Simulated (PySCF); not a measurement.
**GaSCl: relaxation and vibrations of the singlet**

Where does singlet GaSCl go from a PBE0 minimum start, is the end point a minimum, and what are its modes, charges and moments?

Computed with PySCF 2.14.0. Level: PBE0, basis Ga def2-TZVP, S def2-TZVP, Cl def2-TZVP, no relativity, density fitting.

### 1 Where the work starts

3 atoms, charge 0, spin multiplicity 1.

Bond lengths: Ga1–S2 2.008 Å, Ga1–Cl3 2.089 Å. Angles: S2–Ga1–Cl3 180.0°.

Z-matrix (Å, degrees; charge 0 multiplicity 1):
```
Ga
S  1 2.0080
Cl 1 2.0892 2 180.00
```

### 2 The SCF at the typed geometry

The steps below are one call of a driver around PySCF. For each, scf.py gives the equivalent set-up of the SCF; relaxations use the driver's own optimiser. After this first run the driver tries any further starts and a stability analysis.

Input file scf.py:

```python
from pyscf import gto, scf, dft
mol = gto.M(atom='''
Ga     0.065170     0.000000    -0.000000
S      2.073220     0.000000     0.000000
Cl    -2.023990     0.000000     0.000000''',
    basis={'Ga': 'def2-TZVP', 'S': 'def2-TZVP', 'Cl': 'def2-TZVP'},
    charge=0, spin=0)
mf = dft.RKS(mol, xc='PBE0')
mf.grids.atom_grid = (50, 194)
aux = {'Ga': 'def2-universal-JKFIT', 'S': 'def2-universal-JKFIT', 'Cl': 'def2-universal-JKFIT'}
mf = mf.density_fit(auxbasis=aux)
mf.conv_tol = 1e-08
mf.diis_space = 10
mf.max_cycle = 60
mf.init_guess = 'minao'
mf.verbose = 4
mf.kernel()
```

Started as:

```sh
> OMP_NUM_THREADS=4 python axn.py task.json out
```

Standard output:

```text
init E= -2782.55536137487
  HOMO = -0.31352402307185  LUMO = -0.110969716143632  gap/eV = 5.51178
cycle= 1 E= -2782.67383630233  delta_E= -0.118  |g|= 0.919  |ddm|= 1.85
  HOMO = -0.220777977936265  LUMO = -0.0957469022851569  gap/eV = 3.40227
cycle= 2 E= -2782.06412329019  delta_E= 0.61  |g|= 1.84  |ddm|= 2.02
  HOMO = -0.299657467698164  LUMO = -0.0791899309910988  gap/eV = 5.99923
cycle= 3 E= -2782.77901643032  delta_E= -0.715  |g|= 0.298  |ddm|= 1.67
  HOMO = -0.26297045719553  LUMO = -0.0829988147958964  gap/eV = 4.89728
cycle= 4 E= -2782.80533864728  delta_E= -0.0263  |g|= 0.0863  |ddm|= 0.367
  HOMO = -0.274106005906921  LUMO = -0.085147892512893  gap/eV = 5.14181
cycle= 5 E= -2782.80753327555  delta_E= -0.00219  |g|= 0.0144  |ddm|= 0.0742
  HOMO = -0.274066384274968  LUMO = -0.08368780575098  gap/eV = 5.18046
cycle= 6 E= -2782.80760136219  delta_E= -6.81e-05  |g|= 0.00406  |ddm|= 0.0157
  HOMO = -0.274651445747507  LUMO = -0.083668758724226  gap/eV = 5.19690
cycle= 7 E= -2782.80760644094  delta_E= -5.08e-06  |g|= 0.000905  |ddm|= 0.00452
  HOMO = -0.274584792302856  LUMO = -0.0836710380849333  gap/eV = 5.19503
cycle= 8 E= -2782.80760666397  delta_E= -2.23e-07  |g|= 0.00027  |ddm|= 0.000951
  HOMO = -0.274567260350189  LUMO = -0.0836575844852305  gap/eV = 5.19492
cycle= 9 E= -2782.80760668158  delta_E= -1.76e-08  |g|= 3.13e-05  |ddm|= 0.000232
  HOMO = -0.274566724264179  LUMO = -0.0836601635698067  gap/eV = 5.19483
cycle= 10 E= -2782.80760668183  delta_E= -2.47e-10  |g|= 7.81e-06  |ddm|= 3.34e-05
  HOMO = -0.27456448403205  LUMO = -0.0836602778748166  gap/eV = 5.19477
Extra cycle  E= -2782.80760668177  delta_E= 5.82e-11  |g|= 1.57e-05  |ddm|= 2.49e-05
converged SCF energy = -2782.80760668177
```

This step, with its further starts and checks, took 6.8 s on 4 threads of Arm Neoverse V2, shared host.

The test of internal stability found no lower closed-shell solution.

### 3 Relaxing the singlet from the PBE0 minimum start

The program finds C∞v symmetry in the start, which this walk keeps. Threshold on the gradient: 0.0003 Eh/bohr, with a further test on the energy change.

scf.py: that of step 2 with these lines changed.

```diff
@@ -3,3 +3,3 @@
-Ga     0.065170     0.000000    -0.000000
-S      2.073220     0.000000     0.000000
-Cl    -2.023990     0.000000     0.000000''',
+Ga     0.065167     0.000000     0.000000
+S      2.073217     0.000000     0.000000
+Cl    -2.023993     0.000000     0.000000''',
@@ -15 +14,0 @@
-mf.init_guess = 'minao'
```

Energy and gradient, step by step:

```csv
step,energy (Eh),change (kJ/mol),largest symmetric gradient (Eh/bohr)
0,-2782.807607,0.00,0.00006
```

The walk took 1.1 s.

It settles in C∞v symmetry, 0.0 kJ/mol below the start, after 0 steps: Ga–Cl 2.089 Å, Ga–S 2.008 Å; Cl–Ga–S 180.0°.

### 4 Hessian and properties

The point is checked on the finer grid, and tightened if its gradient asks for it. The Hessian and the dipole derivatives come from central differences of analytic gradients, with steps of 0.02 bohr.

scf.py: that of step 3 with these lines changed.

```diff
@@ -9 +9 @@
-mf.grids.atom_grid = (50, 194)
+mf.grids.atom_grid = (75, 302)
@@ -12 +12 @@
-mf.conv_tol = 1e-08
+mf.conv_tol = 1e-10
```

This SCF starts from the last density.

SCF at the final geometry:

```text
init E= -2782.80753757578
  HOMO = -0.274564662619908  LUMO = -0.0836608929823619  gap/eV = 5.19476
cycle= 1 E= -2782.80753757576  delta_E= 2.27e-11  |g|= 9.44e-06  |ddm|= 1.43e-05
  HOMO = -0.274567606963713  LUMO = -0.0836608258496128  gap/eV = 5.19484
Extra cycle  E= -2782.80753757566  delta_E= 9.28e-11  |g|= 1.88e-05  |ddm|= 2.84e-05
converged SCF energy = -2782.80753757566
```

The whole step took 20 s.

Geometry: C∞v; Ga–Cl 2.089 Å, Ga–S 2.008 Å; Cl–Ga–S 180.0°.

Harmonic modes (main isotopes):

| symmetry | ω (cm⁻¹) | IR (km/mol) | μ (u) |
| --- | --- | --- | --- |
| π | 117 | 18.6 | 44.63 |
| σ+ | 407 | 13.5 | 34.53 |
| σ+ | 609 | 78.5 | 42.84 |

Every mode is real; the point is a minimum.

Constants and moments:

```yaml
Dipole_moment: 2.47 D
Highest_occupied_level: -7.47 eV
Lowest_empty_level: -2.28 eV
Rotational_constants: 0.06 cm⁻¹
Zero-point_energy: 7.5 kJ/mol
Principal_polarisabilities: 42.4, 42.4, 92.1 bohr³
Atomisation_energy_without_zero-point_energy: 746 kJ/mol
Principal_traceless_quadrupole_moments_about_the_centre_of_mass: -6.43, 3.21, 3.21 D Å
Entropy_at_298.15_K_and_1_bar: 278.3 J/(mol K)
Heat_capacity_Cp_at_298.15_K: 55.6 J/(mol K)
Enthalpy_at_298.15_K_above_0_K: 13.57 kJ/mol
Rotational_symmetry_number: 1
```

Charges (e) and bond orders:

```tsv
atom	Mulliken	Löwdin	polar tensor	Mayer order to Ga1
Ga1	0.45	-0.35	0.97	–
S2	-0.27	0.09	-0.51	2.19
Cl3	-0.18	0.27	-0.46	1.21
```

Mulliken populations on Ga1: s 7.03, p 13.28, d 10.18, f 0.07.

### 5 What came out

| quantity | value |
| --- | --- |
| minimum | singlet, C∞v |
| geometry | Ga–Cl 2.089 Å, Ga–S 2.008 Å; Cl–Ga–S 180.0° |
| wavenumbers (cm⁻¹) | 117 (π), 407 (σ+), 609 (σ+) |
| dipole moment | 2.47 D |
| highest occupied, lowest empty level | -7.47, -2.28 eV |
| polar-tensor charge of Ga1 | +0.97 e |
| zero-point energy | 7.5 kJ/mol |
| entropy at 298.15 K | 278.3 J/(mol K) |
| atomisation energy (no zero-point energy) | 746 kJ/mol |

**Reading.** The PBE0 minimum start keeps its C∞v symmetry and ends in a minimum. In the infrared the band at 609 cm⁻¹ (σ+, stretch) leads. Only this shape and spin were tried, so other structures or states may lie lower.

The search up to here took 28 s.
